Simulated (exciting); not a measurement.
# NbCu (Fm-3m) in exciting: further runs

Aim: see how the results for NbCu move with the level of theory and the settings. Levels: PBE+D2, PBE (libxc). Tasks: band structure, optical spectrum.

Everything below comes from runs of exciting (release sodium). Logs are shortened: lines on timing, memory, paths and dates and some standing lists are left out, and cuts for length are marked.

**1. Starting point**

It takes space group Fm-3m (No. 225, cubic). Conventional cell: a = 5.124 Å, b = 5.124 Å, c = 5.124 Å, α = 90.00°, β = 90.00°, γ = 90.00°. Around Nb (site symmetry m-3m) lie 6 Cu at 2.56 Å. Cu (site symmetry m-3m) has 6 Nb at 2.56 Å as nearest neighbours.

The cell was built by a generator and needn't be a form met in nature.

**2. Band structure, PBE+D2, spin-orbit coupling, no magnetisation**

The input, input.xml:

```xml
<input>
  <title>NbCu</title>
  <structure speciespath="./" tshift="false">
    <crystal scale="1.88972612463">
      <basevect>0.000000000000 2.562210000000 2.562210000000</basevect>
      <basevect>2.562210000000 0.000000000000 2.562210000000</basevect>
      <basevect>2.562210000000 2.562210000000 0.000000000000</basevect>
    </crystal>
    <species speciesfile="Nb.xml" rmt="2.3">
      <atom coord="0.000000000000 0.000000000000 0.000000000000"/>
    </species>
    <species speciesfile="Cu.xml" rmt="2">
      <atom coord="0.500000000000 0.500000000000 0.500000000000"/>
    </species>
  </structure>
  <groundstate do="fromscratch" ngridk="7 7 7" rgkmax="8" gmaxvr="14" lmaxapw="10" lmaxmat="10" lmaxvr="8" xctype="GGA_PBE" stype="Methfessel-Paxton 1" swidth="0.00036749" nempty="54" ValenceRelativity="iora*" epsengy="1e-05" epspot="1e-05" maxscl="60" outputlevel="normal" radialgridtype="expocubic" fracinr="0.01">
    <spin spinorb="true"/>
  </groundstate>
  <properties>
    <bandstructure>
      <plot1d>
        <path steps="60">
          <point coord="0 0 0" label="G"/>
          <point coord="0.5 0 0.5" label="X"/>
          <point coord="0.5 0.25 0.75" label="W"/>
          <point coord="0.375 0.375 0.75" label="K"/>
          <point coord="0 0 0" label="G"/>
          <point coord="0.5 0.5 0.5" label="L"/>
          <point coord="0.625 0.25 0.625" label="U"/>
          <point coord="0.5 0.25 0.75" label="W"/>
          <point coord="0.5 0.5 0.5" label="L"/>
          <point coord="0.375 0.375 0.75" label="K" breakafter="true"/>
          <point coord="0.625 0.25 0.625" label="U"/>
          <point coord="0.5 0 0.5" label="X"/>
        </path>
      </plot1d>
    </bandstructure>
    <DFTD2/>
  </properties>
</input>
```

Potentials or basis: all-electron LAPW+lo, shipped species files, valence relativity iora*.

Launch:

```
OMP_NUM_THREADS=1 exciting_smp
```

INFO.OUT:

```text
================================================================================
EXCITING SODIUM started
All units are atomic (Hartree, Bohr, etc.)
================================================================================

********************************************************************************
* Ground-state run starting from atomic densities                              *
********************************************************************************

++++++++++++++++++++++++++++++++++++++++++++++++++++++++++++++++++++++++++++++++
+ Starting initialization                                                      +
++++++++++++++++++++++++++++++++++++++++++++++++++++++++++++++++++++++++++++++++

 Lattice vectors (cartesian) :
      0.0000000000      4.8418751738      4.8418751738
      4.8418751738      0.0000000000      4.8418751738
      4.8418751738      4.8418751738      0.0000000000

 Reciprocal lattice vectors (cartesian) :
     -0.6488380102      0.6488380102      0.6488380102
      0.6488380102     -0.6488380102      0.6488380102
      0.6488380102      0.6488380102     -0.6488380102

 Unit cell volume                           :     227.0234725524
 Brillouin zone volume                      :       1.0926192374

 Species :    1 (Nb)
     parameters loaded from                 :    Nb.xml
     name                                   :    niobium
     nuclear charge                         :     -41.00000000
     electronic charge                      :      41.00000000
     atomic mass                            :  169357.97030000
     muffin-tin radius                      :       2.30000000
     # of radial points in muffin-tin       :     400

     atomic positions (lattice) :
       1 :   0.00000000  0.00000000  0.00000000

 Species :    2 (Cu)
     parameters loaded from                 :    Cu.xml
     name                                   :    copper
     nuclear charge                         :     -29.00000000
[... 56 lines left out ...]

++++++++++++++++++++++++++++++++++++++++++++++++++++++++++++++++++++++++++++++++
+ Ending initialization                                                        +
++++++++++++++++++++++++++++++++++++++++++++++++++++++++++++++++++++++++++++++++

********************************************************************************
* Groundstate module started                                                   *
********************************************************************************
 Output level for this task is set to normal

++++++++++++++++++++++++++++++++++++++++++++++++++++++++++++++++++++++++++++++++
+ Self-consistent loop started                                                 +
++++++++++++++++++++++++++++++++++++++++++++++++++++++++++++++++++++++++++++++++
 Density and potential initialised from atomic data

++++++++++++++++++++++++++++++++++++++++++++++++++++++++++++++++++++++++++++++++
+ SCF iteration number :    1                                                  +
++++++++++++++++++++++++++++++++++++++++++++++++++++++++++++++++++++++++++++++++
 Total energy                               :     -5448.80857466
 _______________________________________________________________
 Fermi energy                               :         0.38172637
 Kinetic energy                             :      5651.01962135
 Coulomb energy                             :    -10914.34530193
 Exchange energy                            :      -181.97198889
 Correlation energy                         :        -3.51090519
 No external B-field energy in total energy
[... 573 lines left out ...]
 RMS change in effective potential (target) :  0.233006E-07  ( 0.100000E-04)
 Absolute change in total energy   (target) :  0.950039E-05  ( 0.100000E-04)
 Charge distance                   (target) :  0.214095E-07  ( 0.100000E-04)

++++++++++++++++++++++++++++++++++++++++++++++++++++++++++++++++++++++++++++++++
| Convergency criteria checked for the last 2 iterations                       +
| Convergence targets achieved. Performing final SCF iteration                 +
++++++++++++++++++++++++++++++++++++++++++++++++++++++++++++++++++++++++++++++++
 Total energy                               :     -5475.45289677
 _______________________________________________________________
 Fermi energy                               :         0.33042490
 Kinetic energy                             :      5637.38144416
 Coulomb energy                             :    -10926.20792629
 Exchange energy                            :      -183.11155877
 Correlation energy                         :        -3.51485586
 No external B-field energy in total energy
[... 14 lines left out ...]
 Moments :
     interstitial                 :    -0.00000000     0.00000000    -0.00000000
     moment in muffin-tin spheres :
         atom     1    Nb         :    -0.00000000    -0.00000000    -0.00000000
         atom     2    Cu         :    -0.00000000    -0.00000000    -0.00000000
     total moment in muffin-tins  :    -0.00000000    -0.00000000    -0.00000000
     total moment                 :    -0.00000000    -0.00000000    -0.00000000

++++++++++++++++++++++++++++++++++++++++++++++++++++++++++++++++++++++++++++++++
+ Self-consistent loop stopped                                                 +
++++++++++++++++++++++++++++++++++++++++++++++++++++++++++++++++++++++++++++++++
 STATE.OUT is written

********************************************************************************
* Groundstate module stopped                                                   *
********************************************************************************

--------------------------------------------------------------------------------
- CAUTION! Warnings have been written in file WARNING.OUT !                    -
--------------------------------------------------------------------------------
================================================================================
| EXCITING SODIUM stopped                                                      =
================================================================================
```

WARNINGS.OUT:

```text
Warning(init0):
  GGA inconsistent with non-collinear magnetism
 Inversion symmetry is present. Consider using input%groundstate%solver%type = "inversionsymmetry"
```

Run time: 91 s. Hardware: 1 thread of Intel Xeon 6975P-C (Granite Rapids), shared host; peak memory 0.17 GiB.

Results:

- Band gap on the k mesh: none (metal or under the smearing width)
- All electrons inside the program's atomic spheres: Nb 38.25; Cu 27.43 (radii Nb 2.3, Cu 2.0 bohr)
- Dispersion energy per atom: -0.566 eV

Levels at the corners of the path, in eV from the Fermi level:
```
point  band 28  band 29  band 30  band 31  band 32  band 33
    Γ     1.08     1.08     1.08     1.21     1.21     2.50
    X    -0.31     0.25     0.25     2.50     2.50     2.59
    W    -0.43    -0.39    -0.39    -0.26    -0.26     2.54
    K    -0.59    -0.51    -0.51     0.85     0.85     2.21
    Γ     1.08     1.08     1.08     1.21     1.21     2.50
    L    -1.56    -0.86    -0.86    -0.81    -0.81     2.01
    U    -0.59    -0.51    -0.51     0.85     0.85     2.21
    W    -0.43    -0.39    -0.39    -0.26    -0.26     2.54
    L    -1.56    -0.86    -0.86    -0.81    -0.81     2.01
    K    -0.59    -0.51    -0.51     0.85     0.85     2.21
    U    -0.59    -0.51    -0.51     0.85     0.85     2.21
    X    -0.31     0.25     0.25     2.50     2.50     2.59
```

Caveat: total energies with spin-orbit coupling aren't reliable in this program, so none is listed and the log's shouldn't be used; the dispersion energy is computed afterwards and isn't part of the total energy.

**3. Optical spectrum, PBE (libxc)**

The input, input.xml:

```xml
<input>
  <title>NbCu</title>
  <structure speciespath="./" tshift="false">
    <crystal scale="1.88972612463">
      <basevect>0.000000000000 2.562210000000 2.562210000000</basevect>
      <basevect>2.562210000000 0.000000000000 2.562210000000</basevect>
      <basevect>2.562210000000 2.562210000000 0.000000000000</basevect>
    </crystal>
    <species speciesfile="Nb.xml" rmt="2.3">
      <atom coord="0.000000000000 0.000000000000 0.000000000000"/>
    </species>
    <species speciesfile="Cu.xml" rmt="2">
      <atom coord="0.500000000000 0.500000000000 0.500000000000"/>
    </species>
  </structure>
  <groundstate do="fromscratch" ngridk="7 7 7" rgkmax="8" gmaxvr="14" lmaxapw="10" lmaxmat="10" lmaxvr="8" stype="Gaussian" swidth="0.00499791" nempty="36" ValenceRelativity="iora*" epsengy="1e-05" epspot="1e-05" maxscl="60" outputlevel="normal" vkloff="0.5 0.5 0.5">
    <libxc exchange="XC_GGA_X_PBE" correlation="XC_GGA_C_PBE"/>
  </groundstate>
  <properties>
    <momentummatrix/>
    <dielmat intraband="false" wmax="1" wgrid="200" swidth="0.007" tevout="true">
      <epscomp>1 1</epscomp>
      <epscomp>2 2</epscomp>
      <epscomp>3 3</epscomp>
    </dielmat>
  </properties>
</input>
```

Potentials or basis: all-electron LAPW+lo, shipped species files, valence relativity iora*.

Launch:

```
OMP_NUM_THREADS=1 exciting_smp
```

INFO.OUT:

```text
================================================================================
EXCITING SODIUM started
All units are atomic (Hartree, Bohr, etc.)
================================================================================

********************************************************************************
* Ground-state run starting from atomic densities                              *
********************************************************************************

++++++++++++++++++++++++++++++++++++++++++++++++++++++++++++++++++++++++++++++++
+ Starting initialization                                                      +
++++++++++++++++++++++++++++++++++++++++++++++++++++++++++++++++++++++++++++++++

 Lattice vectors (cartesian) :
      0.0000000000      4.8418751738      4.8418751738
      4.8418751738      0.0000000000      4.8418751738
      4.8418751738      4.8418751738      0.0000000000

 Reciprocal lattice vectors (cartesian) :
     -0.6488380102      0.6488380102      0.6488380102
      0.6488380102     -0.6488380102      0.6488380102
      0.6488380102      0.6488380102     -0.6488380102

 Unit cell volume                           :     227.0234725524
 Brillouin zone volume                      :       1.0926192374

 Species :    1 (Nb)
     parameters loaded from                 :    Nb.xml
     name                                   :    niobium
     nuclear charge                         :     -41.00000000
     electronic charge                      :      41.00000000
     atomic mass                            :  169357.97030000
     muffin-tin radius                      :       2.30000000
     # of radial points in muffin-tin       :     400

     atomic positions (lattice) :
       1 :   0.00000000  0.00000000  0.00000000

 Species :    2 (Cu)
     parameters loaded from                 :    Cu.xml
     name                                   :    copper
     nuclear charge                         :     -29.00000000
     electronic charge                      :      29.00000000
     atomic mass                            :  115837.27170000
     muffin-tin radius                      :       2.00000000
     # of radial points in muffin-tin       :     350

     atomic positions (lattice) :
       1 :   0.50000000  0.50000000  0.50000000

 Total number of atoms per unit cell        :       2

 Spin treatment                             :    spin-unpolarised

 Number of Bravais lattice symmetries       :      48
 Number of crystal symmetries               :      48

 k-point grid                               :       7    7    7
 k-point offset :       0.500000  0.500000  0.500000
 Total number of k-points                   :      44
 k-point set is reduced with crystal symmetries

 R^MT_min * |G+k|_max (rgkmax)              :       8.00000000
 Species with R^MT_min                      :       2 (Cu)
 Maximum |G+k| for APW functions            :       4.00000000
 Maximum |G| for potential and density      :      14.00000000

 G-vector grid sizes                        :      32    32    32
 Total number of G-vectors                  :   10489

 Maximum angular momentum used for
     APW functions                          :      10
     computing H and O matrix elements      :      10
     potential and density                  :       8
     inner part of muffin-tin               :       2

 Total nuclear charge                       :     -70.00000000
 Total electronic charge                    :      70.00000000
 Total core charge                          :      40.00000000
 Total valence charge                       :      30.00000000

 Number of empty states                     :      36
 Total number of valence states             :      52

 Maximum Hamiltonian size                   :     284
 Maximum number of plane-waves              :     259
 Total number of local-orbitals             :      25

 Exchange-correlation type                  :     100
     libxc; exchange: Perdew, Burke & Ernzerhof; correlation: Perdew, Burke & Ernzerhof (see libxc for references)

 Smearing scheme                            :    Gaussian
 Smearing width                             :       0.00499791

 Using multisecant Broyden potential mixing

++++++++++++++++++++++++++++++++++++++++++++++++++++++++++++++++++++++++++++++++
+ Ending initialization                                                        +
++++++++++++++++++++++++++++++++++++++++++++++++++++++++++++++++++++++++++++++++

********************************************************************************
* Groundstate module started                                                   *
********************************************************************************
 Output level for this task is set to normal

++++++++++++++++++++++++++++++++++++++++++++++++++++++++++++++++++++++++++++++++
+ Self-consistent loop started                                                 +
++++++++++++++++++++++++++++++++++++++++++++++++++++++++++++++++++++++++++++++++
 Density and potential initialised from atomic data

++++++++++++++++++++++++++++++++++++++++++++++++++++++++++++++++++++++++++++++++
+ SCF iteration number :    1                                                  +
++++++++++++++++++++++++++++++++++++++++++++++++++++++++++++++++++++++++++++++++
 Total energy                               :     -5448.81954944
 _______________________________________________________________
 Fermi energy                               :         0.38000266
 Kinetic energy                             :      5651.02391231
 Coulomb energy                             :    -10914.35969284
 Exchange energy                            :      -181.97287209
 Correlation energy                         :        -3.51089681
[... 419 lines left out ...]
 Electron charges :
     core                                   :        40.00000000
     core leakage                           :         0.00143825
     valence                                :        30.00000000
     interstitial                           :         4.31758618
     charge in muffin-tin spheres :
                  atom     1    Nb          :        38.24608616
                  atom     2    Cu          :        27.43632766
     total charge in muffin-tins            :        65.68241382
     total charge                           :        70.00000000

 RMS change in effective potential (target) :  0.147028E-08  ( 0.100000E-04)
 Absolute change in total energy   (target) :  0.393081E-06  ( 0.100000E-04)
 Charge distance                   (target) :  0.396787E-09  ( 0.100000E-04)

++++++++++++++++++++++++++++++++++++++++++++++++++++++++++++++++++++++++++++++++
| Convergency criteria checked for the last 2 iterations                       +
| Convergence targets achieved. Performing final SCF iteration                 +
++++++++++++++++++++++++++++++++++++++++++++++++++++++++++++++++++++++++++++++++
 Total energy                               :     -5475.44900228
 _______________________________________________________________
 Fermi energy                               :         0.33355963
 Kinetic energy                             :      5637.38915153
 Coulomb energy                             :    -10926.21009377
 Exchange energy                            :      -183.11311600
 Correlation energy                         :        -3.51494403

 DOS at Fermi energy (states/Ha/cell)       :        89.01203627

 Electron charges :
     core                                   :        40.00000000
     core leakage                           :         0.00143825
     valence                                :        30.00000000
     interstitial                           :         4.31758619
     charge in muffin-tin spheres :
                  atom     1    Nb          :        38.24608615
                  atom     2    Cu          :        27.43632766
     total charge in muffin-tins            :        65.68241381
     total charge                           :        70.00000000

++++++++++++++++++++++++++++++++++++++++++++++++++++++++++++++++++++++++++++++++
+ Self-consistent loop stopped                                                 +
++++++++++++++++++++++++++++++++++++++++++++++++++++++++++++++++++++++++++++++++
 STATE.OUT is written

********************************************************************************
* Groundstate module stopped                                                   *
********************************************************************************

--------------------------------------------------------------------------------
- CAUTION! Warnings have been written in file WARNING.OUT !                    -
--------------------------------------------------------------------------------
================================================================================
| EXCITING SODIUM stopped                                                      =
================================================================================
```

Wall time 60 s (1 thread of Intel Xeon 6975P-C (Granite Rapids), shared host); peak memory 0.37 GiB.

What came out:

```yaml
All_electrons_inside_the_program's_atomic_spheres: Nb 38.25; Cu 27.44 (radii Nb 2.3, Cu 2.0 bohr)
Density_of_states_at_the_Fermi_level: 3.27 states/eV per cell
```

Dielectric function (mean over the directions given):
```tsv
energy (eV)	real part	imaginary part
0.27	42.23	13.20
1.22	15.05	10.37
2.31	7.77	17.32
3.27	1.40	10.08
4.35	1.81	10.95
5.31	-0.28	7.99
6.39	-2.26	6.88
7.48	-2.97	4.67
8.44	-1.40	2.30
9.52	-0.55	2.04
10.48	-0.94	2.28
11.56	-0.82	2.06
12.52	-0.73	0.94
13.61	-0.07	0.79
14.69	0.04	0.77
15.65	0.17	0.67
16.73	0.42	0.52
17.69	0.54	0.44
18.78	0.72	0.55
19.86	0.83	0.56
```

Caveat: the intraband (Drude) term of the metal is left out; spectra need much finer meshes, so this one isn't converged; independent-particle spectra lack excitons.
